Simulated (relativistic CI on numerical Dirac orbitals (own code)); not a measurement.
# Dy IV (Dy³⁺): levels and lines

What are the lowest levels and the strongest lines of Dy³⁺? One CI run answers it; runs with one setting changed show what the result hangs on.

Method: Dirac-Coulomb-Breit CI, KLI orbitals optimised for each configuration, model QED (radiative potential, 1s self-energy scaled to tabulated hydrogen-like ionisation energies), valence Slater integrals scaled by 0.85, P86 correlation energy added to each configuration. Code: relativistic CI on numerical Dirac orbitals (own code) version 3.

### Step 1. What is computed

- ion: Dy³⁺ (Dy IV)
- nuclear charge: 66
- electrons: 63
- isotope: A = 164
- first configuration typed: [Xe] 4f9

The outer shells:

first configuration typed
```
[Xe] core
4f [↑↓][↑↓][↑ ][↑ ][↑ ][↑ ][↑ ]
```

### Step 2. Base run

The run's settings:

```ini
atom Dy  Z=66  charge=3  electrons=63
nucleus A=164  rms_radius_fm=5.2218
hamiltonian dirac-coulomb  breit=on  qed=on  c_scale=1
orbitals kli  potential=per-configuration
slater_scale 0.85
correlation p86
mixing on
configurations
  [Xe] 4f9
  [Xe] 4f8 6s
  [Kr] 4d10 4f11 5s2 5p4
  [Kr] 4d10 4f10 5s2 5p5
  [Xe] 4f8 7s
end
```

Run with:

```
$ python run_levels.py task.json out
```

The settings of every run stand in task.json; they run in order.

### Step 3. No correlation estimate

The settings differ from step 2 so:

```diff
@@ -5,3 +5,3 @@
 slater_scale 0.85
-correlation p86
+correlation none
 mixing on
```

### Step 4. Slater integrals scaled by 1

The settings differ from step 3 so:

```diff
@@ -4,4 +4,4 @@
 orbitals kli  potential=per-configuration
-slater_scale 0.85
-correlation none
+slater_scale 1
+correlation p86
 mixing on
```

### Step 5. Non-relativistic limit (c × 1000)

The run's settings:

```ini
atom Dy  Z=66  charge=3  electrons=63
nucleus A=164  rms_radius_fm=5.2218
hamiltonian dirac-coulomb  breit=off  qed=off  c_scale=1000
orbitals kli  potential=per-configuration
slater_scale 0.85
correlation p86
mixing on
configurations
  [Xe] 4f9
  [Xe] 4f8 6s
  [Kr] 4d10 4f11 5s2 5p4
  [Kr] 4d10 4f10 5s2 5p5
  [Xe] 4f8 7s
end
```

### Step 6. The first configuration alone

The run's settings:

```ini
atom Dy  Z=66  charge=3  electrons=63
nucleus A=164  rms_radius_fm=5.2218
hamiltonian dirac-coulomb  breit=on  qed=on  c_scale=1
orbitals kli  potential=per-configuration
slater_scale 0.85
correlation p86
mixing on
configurations
  [Xe] 4f9
end
```

(Steps that only read results are left out.)

Before running it: what results should come out? Wanted: lowest level; first excitation; lowest level of the other parity; ionisation energy.

The runs gave:

| run | time | mean size of shift, levels followed (cm⁻¹) | lowest level | ionisation energy (eV) |
| --- | --- | --- | --- | --- |
| main run | 1.5 s | 0 | 4f9 5p6 6H°15/2 | 39.707 |
| no correlation estimate | 1.5 s | 0.3 | 4f9 5p6 6H°15/2 | 38.152 |
| Slater integrals scaled by 1 | 1.5 s | 853 | 4f9 5p6 6H°15/2 | 39.266 |
| non-relativistic limit (c × 1000) | 1.2 s | 6281 | 4f9 5p6 6H°15/2 | - |
| the first configuration alone | 0.25 s | 65.5 | 4f9 6H°15/2 | - |

The semi-empirical ionisation energy (NIST) is 41.23 eV.

| quantity | value |
| --- | --- |
| lowest level | 4f9 5p6 6H°15/2 |
| first excitation | 4f9 5p6 6H°13/2, 3491.3 cm⁻¹ |
| lowest level of the other parity | 4f8 5p6 6s 8F13/2, 89000 cm⁻¹ |
| levels in the model | 2550 |
| ionisation energy | 39.707 eV |
| ionisation energy, semi-empirical (NIST) | 41.23 eV |

In words: The lowest level is 4f9 5p6 6H°15/2, 93 % pure in LS and 44 % in jj coupling; over the low levels the means are 86 and 43 %, so LS coupling describes them better. Against the semi-empirical ionisation energy the result lies 3.7 % low. The largest mover is «non-relativistic limit (c × 1000)» (6281 cm⁻¹ on average). In a near-neutral ion this small CI can misplace whole configurations by 10,000 cm⁻¹ or more, above all where the count of f electrons changes. Lifetimes count radiative decay inside the model alone.
